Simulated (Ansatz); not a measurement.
# HfNbSe4: the cost of one run

Program: Ansatz 0.2.0. Level of theory: DFT PBE, scalar-relativistic, plane waves, PAW. These are calculated values, not measurements.

1 further run of the same task is left out (set aside as unsound or not needed).

### 1 The structure to begin with

Symmetry: F-43m, No. 216, cubic system. Conventional cell: a = 8.243 Å, b = 8.243 Å, c = 8.243 Å, α = 90.00°, β = 90.00°, γ = 90.00°. Hf (site symmetry -43m) has 12 Se at 3.42 Å and 4 Nb at 3.57 Å as nearest neighbours. Nb (site symmetry -43m) is surrounded by 12 Se at 3.42 Å and 4 Hf at 3.57 Å. Around Se (site symmetry 3m) lie 6 Se at 2.90 to 2.93 Å and 3 Hf at 3.42 Å and 3 Nb at 3.42 Å.

Structure file:

```cif
data_structure
_symmetry_space_group_name_H-M 'P 1'
_symmetry_Int_Tables_number 1
_cell_length_a 5.8290
_cell_length_b 5.8290
_cell_length_c 5.8290
_cell_angle_alpha 60.000
_cell_angle_beta 60.000
_cell_angle_gamma 60.000
_cell_volume 140.04
loop_
_atom_site_label
_atom_site_type_symbol
_atom_site_fract_x
_atom_site_fract_y
_atom_site_fract_z
_atom_site_occupancy
Hf1 Hf 0.00000 0.00000 0.00000 1
Nb1 Nb 0.75000 0.75000 0.75000 1
Se1 Se 0.87650 0.37450 0.37450 1
Se2 Se 0.37450 0.37450 0.37450 1
Se3 Se 0.37450 0.87650 0.37450 1
Se4 Se 0.37450 0.37450 0.87650 1
```

Recipe of the guess: species swapped into a database cell of ZrCu4Ag (F-43m, No. 216), with Nb on the Zr sites, Se on the Cu sites and Hf on the Ag sites. The dimensions are guesses.

### 2 The guess as it stands, on a coarse mesh

Contents of input.yaml:

```yaml
crystal:
  lattice:
    - [0.0, 4.12169736, 4.12169736]
    - [4.12169736, 0.0, 4.12169736]
    - [4.12169736, 4.12169736, 0.0]
  atoms:
    - { symbol: Hf, position: [0.0, 0.0, 0.0] }
    - { symbol: Nb, position: [0.75, 0.75, 0.75] }
    - { symbol: Se, position: [0.87650383, 0.37449872, 0.37449872] }
    - { symbol: Se, position: [0.37449872, 0.37449872, 0.37449872] }
    - { symbol: Se, position: [0.37449872, 0.87650383, 0.37449872] }
    - { symbol: Se, position: [0.37449872, 0.37449872, 0.87650383] }
basis:
  ecutwfc: 420
kpoints:
  mp_grid: { grid: [4, 4, 4] }
hamiltonian:
  xc: pbe
scf:
  occupations: { method: gaussian, width: 0.1 }
  lower_state_search: "off"
output:
  forces: true
  stress: true
  eigenvalues: true
```

Started as:

```bash
$ ansatz run input.yaml --threads 1 --pin off --max-ram 2560MiB --backend cpu --events-out ev --progress --plain --runs-dir out
```

What time and memory should one allow on 1 thread of Intel Xeon at 2.70GHz, shared host?

About 5.2 s, with a peak of 0.43 GiB.
